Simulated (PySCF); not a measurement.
# C5H6N2: the cost of one run

Programs: PySCF 2.14.0, with density-fitted response routines of our own. Each step states its level of theory. These are calculated values for one molecule, in the gas phase or a continuum, unless marked as measured. Atoms are numbered from 0 throughout.

## 1. The molecule as given

13 atoms, charge 0, multiplicity 1; geometry from: GFN2-xTB. The atoms were then displaced at random by about 0.01 Å, so the start is not that level's minimum.

Bonds of the start (Å): N0–C1 1.39, C1–C2 1.41, C2–C3 1.32, C3–C4 1.41, C4–C5 1.37, C5–N6 1.34, N6–C1 1.32, N0–H7 0.98, N0–H8 1.01, C2–H9 1.09, C3–H10 1.10, C4–H11 1.07, C5–H12 1.09.

## 2. Optimising the geometry at PBE0-D3(BJ)/def2-TZVP

The job: settings as JSON, then the geometry in Å.

```
{"job": {"xc": "PBE0", "basis": "def2-TZVP", "d3": "d3bj", "grid": 2, "shake": 0.01, "kind": "geom"}, "charge": 0, "multiplicity": 1}
N      2.307730    -0.135910     0.176930
C      0.919610    -0.116040     0.059970
C      0.186750     1.077620    -0.127070
C     -1.135140     1.018690    -0.153780
C     -1.798150    -0.223390    -0.014340
C     -0.999790    -1.327220     0.161900
N      0.335290    -1.294660     0.193410
H      2.743550    -1.007960     0.119710
H      2.795970     0.674930    -0.183630
H      0.729870     2.014420    -0.216820
H     -1.761290     1.912380    -0.280050
H     -2.864210    -0.301070    -0.016760
H     -1.454350    -2.308650     0.270200
```

Run with:

```
OMP_NUM_THREADS=1 python probes_run.py task.json out
```

This one command runs all jobs of the session in turn.

Q: Estimate the wall time and peak memory of this first job on 1 thread of Arm Neoverse V2, shared host.

About 5.3 min, with a peak of 1.2 GiB.
